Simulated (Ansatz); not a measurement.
**Nudged elastic band run: H$_{5}$C$_{16}$F**

Input file:

```yaml
crystal:
  lattice:
    - [5.048742, 0.0, 0.0]
    - [2.524371, 4.372339, 0.0]
    - [0.0, 0.0, 16.676426]
  atoms:
    - { symbol: H, position: [0.1666667, 0.1666667, 0.0599649] }
    - { symbol: H, position: [0.6666667, 0.1666667, 0.0599649] }
    - { symbol: H, position: [0.1666667, 0.6666667, 0.0599649] }
    - { symbol: H, position: [0.6666667, 0.6666667, 0.0599649] }
    - { symbol: C, position: [0.1666667, 0.1666667, 0.1259263] }
    - { symbol: C, position: [0.6666667, 0.1666667, 0.1259263] }
    - { symbol: C, position: [0.1666667, 0.6666667, 0.1259263] }
    - { symbol: C, position: [0.6666667, 0.6666667, 0.1259263] }
    - { symbol: C, position: [-0.1666667, 0.3333333, 0.1568253] }
    - { symbol: C, position: [0.3333333, 0.3333333, 0.1568253] }
    - { symbol: C, position: [-0.1666667, 0.8333333, 0.1568253] }
    - { symbol: C, position: [0.3333333, 0.8333333, 0.1568253] }
    - { symbol: C, position: [-0.16518664, 0.3347644, 0.25626035] }
    - { symbol: C, position: [0.33168347, 0.33370337, 0.25546161] }
    - { symbol: C, position: [-0.16625276, 0.8316961, 0.25559239] }
    - { symbol: C, position: [0.33375163, 0.83382947, 0.25694198] }
    - { symbol: C, position: [-0.00050981, 0.00038581, 0.27037041] }
    - { symbol: C, position: [0.50052315, 0.00047503, 0.27256316] }
    - { symbol: C, position: [0.00025483, 0.50019129, 0.28102118] }
    - { symbol: C, position: [0.50037831, 0.49949738, 0.27017982] }
    - { symbol: F, position: [0.14490476, 0.62166337, 0.41847864] }
    - { symbol: H, position: [0.06048855, 0.55018391, 0.37323617] }
basis:
  ecutwfc: 420.0
kpoints:
  mp_grid: { grid: [3, 3, 1] }
hamiltonian:
  xc: pbe
  dispersion: d3bj
  pseudopotentials: { kind: paw, azcp: { folder: soft_1 } }
scf:
  occupations: { method: gaussian, width: 0.05 }
  lower_state_search: "off"
neb:
  images: 5
  f_tol: 0.05
  initial_path: idpp
  max_iterations: 29
  optimiser: lbfgs
  constraints: [{ sites: [0, 1, 2, 3, 4, 5, 6, 7, 8, 9, 10, 11] }]
  final_atoms:
    - { symbol: H, position: [0.16666667, 0.16666667, 0.05996489] }
    - { symbol: H, position: [0.66666666, 0.16666667, 0.05996489] }
    - { symbol: H, position: [0.16666663, 0.6666667, 0.05996489] }
    - { symbol: H, position: [0.66666667, 0.6666667, 0.05996489] }
    - { symbol: C, position: [0.16666667, 0.16666667, 0.12592626] }
    - { symbol: C, position: [0.66666666, 0.16666667, 0.12592626] }
    - { symbol: C, position: [0.16666663, 0.6666667, 0.12592626] }
    - { symbol: C, position: [0.66666667, 0.6666667, 0.12592626] }
    - { symbol: C, position: [-0.1666667, 0.33333335, 0.15682528] }
    - { symbol: C, position: [0.33333334, 0.33333335, 0.15682528] }
    - { symbol: C, position: [-0.16666668, 0.83333337, 0.15682528] }
    - { symbol: C, position: [0.33333331, 0.83333337, 0.15682528] }
    - { symbol: C, position: [-0.16158966, 0.32490684, 0.2506438] }
    - { symbol: C, position: [0.33668283, 0.32490684, 0.2506438] }
    - { symbol: C, position: [-0.16465197, 0.82930393, 0.25595973] }
    - { symbol: C, position: [0.33564484, 0.82871031, 0.25316822] }
    - { symbol: C, position: [0.00408688, -0.00818861, 0.27183805] }
    - { symbol: C, position: [0.50410174, -0.00818861, 0.27183805] }
    - { symbol: C, position: [0.00467439, 0.49065122, 0.28186304] }
    - { symbol: C, position: [0.50500675, 0.48998651, 0.28017949] }
    - { symbol: F, position: [0.50899918, 0.48200165, 0.36440063] }
    - { symbol: H, position: [0.00854452, 0.48291096, 0.34753156] }
  order_check: true
```

Command:

```bash
$ ansatz run input.yaml --threads 1 --pin off --max-ram 3072MiB --backend cpu --events-out ev --progress --plain --runs-dir out
```

Output, in part (warnings, iteration lines):

```
NEB end point (image 0): max|allowed force component| = 1.810e-2 eV/Å (the criterion of neb.relax_end_points is 1.000e-2)
NEB end point (image 6): max|allowed force component| = 1.128e-2 eV/Å (the criterion of neb.relax_end_points is 1.000e-2)
NEB iter   1: max|band force component| = 3.960e0 eV/Å  barrier→ = 0.3008 eV  barrier← = 3.6222 eV  Δτ_max = 0.0573 Å  (94 SCF iters)
NEB iter   2: max|band force component| = 2.299e0 eV/Å  barrier→ = 0.1822 eV  barrier← = 3.5036 eV  Δτ_max = 0.1328 Å  (53 SCF iters)
NEB iter   3: max|band force component| = 5.786e0 eV/Å  barrier→ = 0.0676 eV  barrier← = 3.3889 eV  Δτ_max = 0.0834 Å  (55 SCF iters)
NEB iter   4: max|band force component| = 1.006e0 eV/Å  barrier→ = 0.0569 eV  barrier← = 3.3783 eV  Δτ_max = 0.0159 Å  (49 SCF iters)
NEB iter   5: max|band force component| = 6.844e-1 eV/Å  barrier→ = 0.0508 eV  barrier← = 3.3722 eV  Δτ_max = 0.0520 Å  (41 SCF iters)
NEB iter   6: max|band force component| = 8.180e-1 eV/Å  barrier→ = 0.0344 eV  barrier← = 3.3557 eV  Δτ_max = 0.0120 Å  (50 SCF iters)
NEB iter   7: max|band force component| = 4.928e-1 eV/Å  barrier→ = 0.0320 eV  barrier← = 3.3534 eV  CI = image 1  Δτ_max = 0.0081 Å  (41 SCF iters)
NEB iter   8: max|band force component| = 4.640e-1 eV/Å  barrier→ = 0.0304 eV  barrier← = 3.3518 eV  CI = image 1  Δτ_max = 0.0971 Å  (34 SCF iters)
NEB iter   9: max|band force component| = 5.122e-1 eV/Å  barrier→ = 0.0235 eV  barrier← = 3.3449 eV  CI = image 1  Δτ_max = 0.0074 Å  (50 SCF iters)
NEB iter  10: max|band force component| = 1.726e-1 eV/Å  barrier→ = 0.0224 eV  barrier← = 3.3438 eV  CI = image 1  Δτ_max = 0.0055 Å  (40 SCF iters)
NEB iter  11: max|band force component| = 1.393e-1 eV/Å  barrier→ = 0.0219 eV  barrier← = 3.3433 eV  CI = image 1  Δτ_max = 0.0081 Å  (39 SCF iters)
NEB iter  12: max|band force component| = 1.304e-1 eV/Å  barrier→ = 0.0219 eV  barrier← = 3.3432 eV  CI = image 1  Δτ_max = 0.0203 Å  (40 SCF iters)
NEB iter  13: max|band force component| = 2.687e-1 eV/Å  barrier→ = 0.0216 eV  barrier← = 3.3430 eV  CI = image 1  Δτ_max = 0.0039 Å  (45 SCF iters)
NEB iter  14: max|band force component| = 7.328e-2 eV/Å  barrier→ = 0.0214 eV  barrier← = 3.3428 eV  CI = image 1  Δτ_max = 0.0012 Å  (30 SCF iters)
NEB iter  15: max|band force component| = 5.439e-2 eV/Å  barrier→ = 0.0213 eV  barrier← = 3.3427 eV  CI = image 1  Δτ_max = 0.0039 Å  (28 SCF iters)
NEB iter  16: max|band force component| = 4.333e-2 eV/Å  barrier→ = 0.0212 eV  barrier← = 3.3426 eV  CI = image 1  CI's point: of a kind that is not told: the force calls were inconclusive, a negative curvature could not be distinguished from the path's own, the only one lies far off the path, or fixed occupations may fill a level only in part  Δτ_max = 0.0000 Å  (415 SCF iters)
```

The forces met the threshold. By the program's own check the climbing image is of a kind that is not told: the force calls were inconclusive, a negative curvature could not be distinguished from the path's own, the only one lies far off the path, or fixed occupations may fill a level only in part (lowest curvatures found: -2.76 and 0.05 eV/Å²). Limits of this set-up: thin slab, slab without dipole correction.

Final band (atoms are numbered from 1 in the order of the input):

```json
{"image": "0", "path coordinate (Å)": "0.00", "energy (eV)": "0.000", "C19–H22 (Å)": "1.61", "C20–F21 (Å)": "2.93"}
{"image": "1", "path coordinate (Å)": "0.36", "energy (eV)": "0.021", "C19–H22 (Å)": "1.43", "C20–F21 (Å)": "2.68"}
{"image": "2", "path coordinate (Å)": "0.73", "energy (eV)": "-0.321", "C19–H22 (Å)": "1.17", "C20–F21 (Å)": "2.44"}
{"image": "3", "path coordinate (Å)": "1.09", "energy (eV)": "-0.975", "C19–H22 (Å)": "1.11", "C20–F21 (Å)": "2.09"}
{"image": "4", "path coordinate (Å)": "1.46", "energy (eV)": "-2.108", "C19–H22 (Å)": "1.10", "C20–F21 (Å)": "1.68"}
{"image": "5", "path coordinate (Å)": "1.82", "energy (eV)": "-3.083", "C19–H22 (Å)": "1.10", "C20–F21 (Å)": "1.44"}
{"image": "6", "path coordinate (Å)": "2.19", "energy (eV)": "-3.321", "C19–H22 (Å)": "1.10", "C20–F21 (Å)": "1.40"}
```

Run time: 16 min on 1 thread of Arm Neoverse V2, with other jobs on the host, peak memory 0.81 GiB.
